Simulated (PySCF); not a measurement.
# AsO⁻ (triplet): changing the method

Aim: see what other levels and later steps give for AsO⁻ (triplet).

Program: PySCF 2.14.0. Level of theory: method and basis as typed in the scripts. These are calculated values, not measurements.

3 further runs of the same task are left out: 3 that didn't finish.

## 1. Where the work starts

AsO⁻ (triplet): 2 atoms, charge -1, spin multiplicity 3.

Bond lengths: As1–O2 1.969 Å.

## 2. The run that the others are compared with

input.py reads:

```python
from pyscf import gto, dft

mol = gto.M(
    atom='As 0 0 0; O 0 0 1.969',
    basis='jorge-dzp',
    charge=-1,
    spin=2,
    verbose=4,
)
mf = dft.UKS(mol, xc='revpbe')
mf.kernel()
g = mf.nuc_grad_method()
g.grid_response = True
g.kernel()
mf.dip_moment()
print('orbital energies (hartree):', [e[max(0, n-3):n+3].round(4) for e, n in zip(mf.mo_energy, mol.nelec)])
```

The run is started by

```sh
$ OMP_NUM_THREADS=1 python input.py
```

## 3. Scan

Variant 1 changes functional: revpbe → scan.

input.py, as its differences from that of step 2:

```diff
@@ -9,3 +9,3 @@
 )
-mf = dft.UKS(mol, xc='revpbe')
+mf = dft.UKS(mol, xc='scan')
 mf.kernel()
```

## 4. NEVPT2 (ROHF)

Variant 2 changes step after the SCF: gradient → nevpt2; SCF type: UKS → ROHF; functional: revpbe → none (Hartree–Fock); active space: none → 8 electrons in 6 orbitals.

input.py reads:

```python
from pyscf import gto, scf, mcscf, mrpt

mol = gto.M(
    atom='As 0 0 0; O 0 0 1.969',
    basis='jorge-dzp',
    charge=-1,
    spin=2,
    verbose=4,
)
mf = scf.ROHF(mol)
mf.kernel()
mc = mcscf.CASSCF(mf, 6, 8)
mc.kernel()
mc.analyze()
mrpt.NEVPT(mc).kernel()
mf.dip_moment()
print('orbital energies (hartree):', mf.mo_energy[..., max(0, mol.nelec[1]-3):mol.nelec[0]+3].round(4))
```

## 5. B3pw91

Variant 3 changes functional: revpbe → b3pw91.

input.py, as its differences from that of step 2:

```diff
@@ -9,3 +9,3 @@
 )
-mf = dft.UKS(mol, xc='revpbe')
+mf = dft.UKS(mol, xc='b3pw91')
 mf.kernel()
```

## 6. TDA

Variant 4 changes step after the SCF: gradient → tda; number of roots: none → 8.

input.py, as its differences from that of step 2:

```diff
@@ -1,2 +1,2 @@
-from pyscf import gto, dft
+from pyscf import gto, dft, tdscf
 
@@ -11,5 +11,6 @@
 mf.kernel()
-g = mf.nuc_grad_method()
-g.grid_response = True
-g.kernel()
+td = tdscf.TDA(mf)
+td.nstates = 8
+td.kernel()
+td.analyze()
 mf.dip_moment()
```

## 7. Revtpss

Variant 5 changes functional: revpbe → revtpss.

input.py, as its differences from that of step 2:

```diff
@@ -9,3 +9,3 @@
 )
-mf = dft.UKS(mol, xc='revpbe')
+mf = dft.UKS(mol, xc='revtpss')
 mf.kernel()
```

## 8. RKS

Variant 6 changes SCF type: UKS → RKS.

input.py reads:

```python
from pyscf import gto, dft

mol = gto.M(
    atom='As 0 0 0; O 0 0 1.969',
    basis='jorge-dzp',
    charge=-1,
    spin=2,
    verbose=4,
)
mf = dft.RKS(mol, xc='revpbe')
mf.kernel()
g = mf.nuc_grad_method()
g.grid_response = True
g.kernel()
mf.dip_moment()
print('orbital energies (hartree):', mf.mo_energy[..., max(0, mol.nelec[1]-3):mol.nelec[0]+3].round(4))
```

**Question.** What will these runs give? Wanted: for each run, E(SCF); from base; gap, α spin; after the SCF.

The runs gave:

```csv
run,E(SCF) (hartree),from base (eV),cycles,"gap, α spin (eV)",after the SCF
base,-2310.800382,0,13,3.16,n/a
scan,-2311.160968,not comparable,14,3.64,n/a
NEVPT2 (ROHF),-2308.918944,not comparable,12,n/a,"NEVPT2 correlation -22.419 eV (from the SCF energy, the CASSCF gain included)"
b3pw91,-2310.977437,not comparable,14,4.97,n/a
TDA,-2310.800382,0.0000,13,3.16,lowest root found 2.43 eV
revtpss,-2310.368843,not comparable,13,3.42,n/a
RKS,-2310.799570,+0.0221,16,n/a,n/a
```

In words: The highest filled level of this anion is positive: the basis lacks diffuse functions or the electron is not bound, so these numbers hang on the basis. The α-spin gap between the frontier levels is 3.2 eV with revpbe (0 % exact exchange) and 5.0 eV with b3pw91 (20 %): exact exchange opens it. Total energies of different functionals can't be compared with each other; differences within one functional can. The dearest run is “TDA”, at 16 s against 5.1 s.
